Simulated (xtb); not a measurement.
**CH5AlGaNO (SMILES [NH2][GaH][C](=O)[AlH2]): GFN-FF**

Wanted: a structure relaxation of CH5AlGaNO. 

Program for the calculation: xtb 6.7.1.

5 further runs of the same task are left out: 5 set aside as unsound or not needed.

## (1) Starting point

CH5AlGaNO: 10 atoms, total charge 0, spin state singlet. As SMILES, `[NH2][GaH][C](=O)[AlH2]`. All atoms were displaced at random from a relaxed shape. The run starts from this shape.

Bond lengths: N1–Ga2 1.823 Å, Ga2–C3 2.207 Å, C3–O4 1.277 Å, C3–Al5 2.016 Å, N1–H6 1.121 Å, N1–H7 1.023 Å, Ga2–H8 1.711 Å, Al5–H9 1.540 Å, Al5–H10 1.472 Å. Some angles: N1–Ga2–C3 147.7°, Ga2–C3–O4 101.6°, Ga2–C3–Al5 110.6°, O4–C3–Al5 147.7°, N1–Ga2–H8 113.5°, C3–Ga2–H8 98.1°, Ga2–N1–H6 121.4°, Ga2–N1–H7 125.3°, C3–Al5–H9 104.2°, C3–Al5–H10 132.5°.

## (2) A structure relaxation at GFN-FF

File coord:

```
$coord
      0.080237771252      2.388443746176      3.633603186953  n
     -1.162257155690     -0.122359766570      1.629208481085  ga
     -0.789905520094     -2.339216380629     -1.883867973639  c
     -2.282071062621     -4.187028379811     -1.454503300863  o
      1.720916889913     -0.705718221241     -4.238769081103  al
     -0.693302720603      2.733299866659      5.576279437591  h
      1.347582596732      3.738256219735      3.078552829628  h
     -3.386502598897     -1.957623984284      3.091440761798  h
      2.362233244827      1.824379395236     -2.952016768323  h
      2.624111491178     -1.376211947520     -6.783209718867  h
$end
```

Run with:

```console
xtb -c 0 --uhf 0 -o normal --gff -- coord > coord.out
```

What values should one expect? Wanted: steric energy; dipole moment; dispersion energy.

Computed results:

At GFN-FF:

| quantity | value |
| --- | --- |
| steric energy (arbitrary zero) | -1.13321 Eh |
| dipole moment (from atomic charges) | 4.12 D |
| dispersion energy | -11.40 kJ/mol |

What this shows: At the final geometry: Bond lengths: N1–Ga2 1.890 Å, Ga2–C3 1.970 Å, C3–O4 1.190 Å, C3–Al5 1.961 Å, N1–H6 1.005 Å, N1–H7 1.006 Å, Ga2–H8 1.577 Å, Al5–H9 1.599 Å, Al5–H10 1.601 Å. Some angles: N1–Ga2–C3 119.8°, Ga2–C3–O4 123.4°, Ga2–C3–Al5 115.0°, O4–C3–Al5 121.6°, N1–Ga2–H8 119.1°, C3–Ga2–H8 114.7°, Ga2–N1–H6 118.4°, Ga2–N1–H7 120.8°, C3–Al5–H9 123.2°, C3–Al5–H10 115.9°. The optimisation took 22 steps and changed the energy by -1.155 eV.
